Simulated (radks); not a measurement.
# Fe³⁺ in [Ar] 3d5: an all-electron calculation

One table from this session's results is given with a row withheld; the runs are named, their logs left out.

Program: radks (a radial shooting solver on a logarithmic mesh, Libxc functionals) version 1. Level of theory: non-relativistic Kohn-Sham, TPSS, spin-unpolarised, spherical densities, point nucleus. These are calculated values, not measurements, unless marked.

**Starting point**

```
element       : iron (Z = 26)
charge        : +3
electrons     : 23
configuration : [Ar] 3d5
```

Outer shells as boxes (Hund's rule):

Fe³⁺
```
[Ar] core
3d [↑ ][↑ ][↑ ][↑ ][↑ ]
```

Set-up of the first run:

Settings of this run:

```text
Z 26
configuration [Ar] 3d5
relativity non-relativistic
functional tpss,tpss
spin unpolarised
nucleus point
```

Among the steps run: Self-consistent calculation.

One table of the session follows, with a row left open; its other results are not shown here.

It belongs to the step «Orbitals and density». Sizes of the orbitals, from the radial functions (bohr):

| level | <r> | outermost maximum (interpolated) | 90 % within | nodes |
| --- | --- | --- | --- | --- |
| 1s | ? | ? | ? | ? |
| 2s | 0.2697 | 0.225 | 0.417 | 1 |
| 2p | 0.2367 | 0.181 | 0.387 | 0 |
| 3s | 0.8123 | 0.705 | 1.21 | 2 |
| 3p | 0.8483 | 0.712 | 1.30 | 1 |
| 3d | 0.9845 | 0.692 | 1.65 | 0 |

Q: Estimate the row for 1s from the others.

**Answer.** <r>: 0.05911; outermost maximum (interpolated): 0.0390; 90 % within: 0.105; nodes: 0. In the column «<r>» it is the lowest.

Caveats from the session: Spin polarisation and multiplet splitting are left out.
